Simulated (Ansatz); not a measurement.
# C3H6STe: one species, many methods

Aim: compute C3H6STe with functionals from several rungs and with coupled cluster. The yardstick is the atomisation energy at the CCSD(T) limit.

Method: functionals in def2-TZVPP, the program's frozen cores in correlated methods; program: Ansatz 0.2.0, Gaussian basis.

Plan: LDA (SPW92), PBE-D4, revPBE-D4, BLYP-D4, r2SCAN-D4, B97M-V, PBE0-D4, B3LYP-D4, r2SCANh-D4, r2SCAN0-D4, HSE06-D4, BHLYP-D4, CAM-B3LYP-D4, LC-ωPBE, ωB97X-V, ωB97M-V, B2PLYP, PBE-QIDH; CCSD(T)/def2-SVP; CCSD(T)/def2-TZVPP; MP2/def2-QZVPP; extrapolation to the limit; RPA on PBE.

## 1. Structure used throughout

The geometry comes from an earlier relaxation with PBE0-D4 in a triple-zeta def2 set; it is a stationary point, not always the lowest conformer. Te takes the def2 core potential; no spin-orbit term is included.

11 atoms, charge 0, spin multiplicity 1.

Atoms are counted from 1 here; the program's logs count them from 0.

Bond lengths: C1–Te2 2.119 Å, C1–H6 1.087 Å, C1–H7 1.094 Å, C1–H8 1.087 Å, Te2–C3 2.100 Å, C3–C4 1.497 Å, C3–S5 1.617 Å, C4–H9 1.093 Å, C4–H10 1.091 Å, C4–H11 1.095 Å. Angles: Te2–C1–H6 109.5°, Te2–C1–H7 104.7°, Te2–C1–H8 109.8°, H6–C1–H7 110.8°, H6–C1–H8 111.0°, H7–C1–H8 110.8°, C1–Te2–C3 96.8°, Te2–C3–C4 111.5°, Te2–C3–S5 125.3°, C4–C3–S5 123.2°, C3–C4–H9 112.7°, C3–C4–H10 110.3°, C3–C4–H11 108.6°, H9–C4–H10 109.7°, H9–C4–H11 107.8°, H10–C4–H11 107.6°.

## 2. LDA

This LDA is Slater exchange with PW92 correlation.

The input, in.yaml:

```yaml
crystal:
  periodic: [false, false, false]
  atoms:
    - {symbol: C, position_ang: [-1.874687, 1.182284, 0.831725]}
    - {symbol: Te, position_ang: [-0.692444, -0.552564, 1.117600]}
    - {symbol: C, position_ang: [0.683713, -0.174038, -0.423428]}
    - {symbol: C, position_ang: [1.668416, -1.292846, -0.566231]}
    - {symbol: S, position_ang: [0.685416, 1.133019, -1.374942]}
    - {symbol: H, position_ang: [-1.891947, 1.765946, 1.749141]}
    - {symbol: H, position_ang: [-1.370839, 1.732562, 0.031111]}
    - {symbol: H, position_ang: [-2.880175, 0.898230, 0.530556]}
    - {symbol: H, position_ang: [1.775071, -1.880216, 0.349787]}
    - {symbol: H, position_ang: [2.641800, -0.903546, -0.867925]}
    - {symbol: H, position_ang: [1.321075, -1.965932, -1.356792]}
basis:
  gaussian: {orbitals: def2-TZVPP}
hamiltonian: {xc: lda}
output: {orbitals: {seedname: orbitals}}
```

Further steps of the session: PBE-D4 (GGA); revPBE-D4 (GGA); BLYP-D4 (GGA); r2SCAN-D4 (meta-GGA); B97M-V (meta-GGA); PBE0-D4 (hybrid); B3LYP-D4 (hybrid); r2SCANh-D4 (hybrid); r2SCAN0-D4 (hybrid); HSE06-D4 (hybrid); BHLYP-D4 (hybrid); CAM-B3LYP-D4 (range-separated); LC-ωPBE (range-separated); ωB97X-V (range-separated); ωB97M-V (range-separated); B2PLYP (double hybrid); PBE-QIDH (double hybrid); CCSD(T) in def2-SVP; CCSD(T) in def2-TZVPP; MP2 in def2-QZVPP; RPA on PBE orbitals.

**Question.** What will the summary of the whole plan be? Wanted: atomisation energy, CCSD(T)/CBS; farthest beyond LDA; mean size of error, GGA; mean size of error, meta-GGA; mean size of error, hybrid; mean size of error, range-separated; mean size of error, double hybrid; gap, smallest and largest; T1 diagnostic.

The runs gave:

| quantity | value |
| --- | --- |
| atomisation energy, CCSD(T)/CBS | 41.447 eV |
| functionals within 0.414 eV (1.0 %) | revPBE-D4, BLYP-D4, r2SCAN-D4, B97M-V, PBE0-D4, B3LYP-D4, r2SCANh-D4, HSE06-D4, CAM-B3LYP-D4, ωB97X-V, ωB97M-V, PBE-QIDH |
| farthest beyond LDA | BHLYP-D4 (-1.526 eV) |
| mean size of error, GGA | 0.447 eV |
| mean size of error, meta-GGA | 0.094 eV |
| mean size of error, hybrid | 0.495 eV |
| mean size of error, range-separated | 0.377 eV |
| mean size of error, double hybrid | 0.462 eV |
| gap, smallest and largest | 2.45 eV (LDA (SPW92)), 8.75 eV (LC-ωPBE) |
| T1 diagnostic | 0.0157 |
| triples share of the correlation energy | 4.1 % |

What this shows: LDA overbinds by 6.408 eV (15 %). PBE-D4 is off by +1.164 eV. Double hybrids carry the basis error of their MP2 part in triple zeta, and no dispersion term here, so their miss is partly the set-up's. The rungs meta-GGA, range-separated miss on average by less than the doubt on the reference (0.414 eV), so they tie. Misses under about 0.414 eV are within the doubt on the reference itself, which lacks core-valence correlation, spin-orbit coupling and higher excitations, and its outer-core shells are covered unevenly. All levels share the lack of spin-orbit coupling, which lowers the free heavy atoms and so the true binding. Hartree-Fock recovers 70 % of the binding; the rest is correlation. CCSD(T) in def2-SVP is off by -2.617 eV, more than most functionals: a good method in a small basis is no reference. The gap grows from 2.4 to 8.8 eV across the functionals, mostly with the share of exact exchange. The restricted reference is unstable towards a spin-broken one. Correlated methods include outer-core shells of Te, which these sets cover unevenly.
